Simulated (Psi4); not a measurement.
**GeTe (SMILES [Ge][Te]): MP2/def2-TZVPP (core potential, density fitting for correlation, C-PCM acetone)**

Aim: the energy change on altering one bond length of GeTe at MP2/def2-TZVPP (core potential, density fitting for correlation, C-PCM acetone), from 2 runs. 

The results are computed with Psi4 1.11.

5 further runs of the same task are left out: 2 that didn't finish, 3 set aside as unsound or not needed.

### 1 Starting point

GeTe has 2 atoms, charge 0, and is taken as a singlet. As SMILES, `[Ge][Te]`. The bond length is the measured one.

Bond lengths: Ge1–Te2 2.340 Å.

### 2 The energy at MP2/def2-TZVPP (core potential, density fitting for correlation, C-PCM acetone)

gete.inp reads:

```
memory 1600 MB

molecule geom {
  0 1
  Ge     0.000000     0.000000     0.000000
  Te     0.000000     0.000000     2.340165
  units angstrom
  symmetry c1
}

set basis def2-TZVPP
set scf_type pk
set num_frozen_docc 13
set mp2_type df
set pcm true

pcm = {
  Units = Angstrom
  Medium {
    SolverType = CPCM
    Solvent = Acetone
  }
  Cavity {
    Type = GePol
    RadiiSet = UFF
    Scaling = False
    Area = 0.5
    Mode = Implicit
  }
}

energy('mp2')
print_variables()
```

Launch:

```
psi4 -n 1 gete.inp gete.out
```

gete.out:

```text
[...]
    !!!  WARNING: ECP capability is in beta. Please check occupations closely.  !!!
[...]
  Running in c1 symmetry.
[...]
  Nuclear repulsion =  173.666428561473225
[...]
  Multiplicity = 1
[...]
  Nalpha       = 28
  Nbeta        = 28
[...]
    Number of basis functions: 98
[...]
   @RHF iter   1: -2340.58211165605508   -4.76278e+00   2.97107e-02 ADIIS/DIIS
[...]
   @RHF iter  15: -2342.41168284865353   -6.82121e-12   2.81201e-09 DIIS
[...]
    Orbital Energies [Eh]
    ---------------------
    Doubly Occupied:
       1A   -405.274160     2A    -52.180748     3A    -46.267419
       4A    -46.267419     5A    -46.265668     6A     -7.222575
       7A     -7.084400     8A     -5.195355     9A     -5.195355
      10A     -5.190168    11A     -5.051234    12A     -5.050133
      13A     -5.050133    14A     -1.908882    15A     -1.906177
      16A     -1.906177    17A     -1.904833    18A     -1.904832
      19A     -1.671032    20A     -1.671032    21A     -1.663789
      22A     -1.663789    23A     -1.662358    24A     -0.799339
      25A     -0.552928    26A     -0.335856    27A     -0.320437
      28A     -0.320437
[...]
  @RHF Final Energy: -2342.41168284865353
   => Energetics <=
    Nuclear Repulsion Energy =            173.6664285614732250
    One-Electron Energy =               -3708.2962350164962118
    Two-Electron Energy =                1192.2295098965669240
    PCM Polarization Energy =              -0.0113862901971192
    Total Energy =                      -2342.4116828486530721
[...]
 Multipole Moments:
 ------------------------------------------------------------------------------------
     Multipole            Electronic (a.u.)      Nuclear  (a.u.)        Total (a.u.)
 ------------------------------------------------------------------------------------
 L = 1.  Multiply by 2.5417464519 to convert [e a0] to [Debye]
 Dipole X            :          0.0000002            0.0000000            0.0000002
 Dipole Y            :          0.0000000            0.0000000            0.0000000
 Dipole Z            :         50.1129257          -51.6995702           -1.5866445
 Magnitude           :                                                    1.5866445
[...]
```

Run time: 5.4 s. Hardware: 1 thread of Intel Xeon Platinum 8488C (Sapphire Rapids), shared host; peak memory 0.43 GiB.

### 3 The distorted shape at the same level

input.in reads:

```
memory 1600 mb

molecule {
  0 1
  Ge     0.000000     0.000000    -0.468035
  Te     0.000000     0.000000     2.340165
  symmetry c1
}

set {
  basis def2-TZVPP
  reference rhf
  scf_type pk
  num_frozen_docc 13
  mp2_type df
  pcm true
}

pcm = {
  Units = Angstrom
  Medium {
    SolverType = CPCM
    Solvent = Acetone
  }
  Cavity {
    Type = GePol
    RadiiSet = UFF
    Scaling = False
    Area = 0.5
    Mode = Implicit
  }
}

E = energy("mp2")
print_variables()
```

Launch:

```
psi4 input.in input.out -n 1
```

input.out:

```text
[...]
    !!!  WARNING: ECP capability is in beta. Please check occupations closely.  !!!
[...]
  Running in c1 symmetry.
[...]
  Nuclear repulsion =  144.721920730204403
[...]
  Multiplicity = 1
[...]
  Nalpha       = 28
  Nbeta        = 28
[...]
    Number of basis functions: 98
[...]
   @RHF iter   1: -2340.50269173574088   -4.89510e+00   2.94778e-02 ADIIS/DIIS
[...]
   @RHF iter  14: -2342.37676586317957   -5.45697e-12   5.62514e-09 DIIS
[...]
    Orbital Energies [Eh]
    ---------------------
    Doubly Occupied:
       1A   -405.326467     2A    -52.230436     3A    -46.316931
       4A    -46.316931     5A    -46.315326     6A     -7.270410
       7A     -7.065955     8A     -5.242488     9A     -5.242488
      10A     -5.235828    11A     -5.034747    12A     -5.030456
      13A     -5.030456    14A     -1.890566    15A     -1.888369
      16A     -1.888369    17A     -1.883434    18A     -1.883433
      19A     -1.718631    20A     -1.718631    21A     -1.710359
      22A     -1.710359    23A     -1.707929    24A     -0.739105
      25A     -0.582092    26A     -0.320327    27A     -0.292736
      28A     -0.292736
[...]
  @RHF Final Energy: -2342.37676586317957
   => Energetics <=
    Nuclear Repulsion Energy =            144.7219207302044026
    One-Electron Energy =               -3649.1914597849922757
    Two-Electron Energy =                1162.1375669460887821
    PCM Polarization Energy =              -0.0447937544811247
    Total Energy =                      -2342.3767658631800259
[...]
 Multipole Moments:
 ------------------------------------------------------------------------------------
     Multipole            Electronic (a.u.)      Nuclear  (a.u.)        Total (a.u.)
 ------------------------------------------------------------------------------------
 L = 1.  Multiply by 2.5417464519 to convert [e a0] to [Debye]
 Dipole X            :          0.0000002            0.0000000            0.0000002
 Dipole Y            :          0.0000007            0.0000000            0.0000007
 Dipole Z            :         58.1308579          -62.0395285           -3.9086705
 Magnitude           :                                                    3.9086705
[...]
```

It took 5.1 s on 1 thread of Intel Xeon Platinum 8488C (Sapphire Rapids), shared host; peak memory 0.42 GiB.

### 4 Outcome

At MP2/def2-TZVPP (core potential, density fitting for correlation, C-PCM acetone), 13 core orbitals frozen:

```
                                                           quantity           value
                                          first shape: total energy  -2343.08608 Eh
                   first shape: HOMO energy (Hartree–Fock orbitals)        -8.72 eV
                   first shape: LUMO energy (Hartree–Fock orbitals)         0.69 eV
                 first shape: HOMO–LUMO gap (Hartree–Fock orbitals)         9.41 eV
          first shape: correlation energy (13 core orbitals frozen)      -674.4 mEh
                            first shape: solvent term in the energy    -29.9 kJ/mol
                                      distorted shape: total energy  -2343.03955 Eh
               distorted shape: HOMO energy (Hartree–Fock orbitals)        -7.97 eV
               distorted shape: LUMO energy (Hartree–Fock orbitals)         0.01 eV
             distorted shape: HOMO–LUMO gap (Hartree–Fock orbitals)         7.97 eV
      distorted shape: correlation energy (13 core orbitals frozen)      -662.8 mEh
                        distorted shape: solvent term in the energy   -117.6 kJ/mol
energy change with the Ge1–Te2 bond stretched from 2.340 to 2.808 Å        1.266 eV
```

**Reading.** With the Ge1–Te2 bond stretched from 2.340 to 2.808 Å the energy rises by 1.27 eV (29 kcal/mol). The first shape isn't relaxed at this level, so the change isn't measured from a minimum.
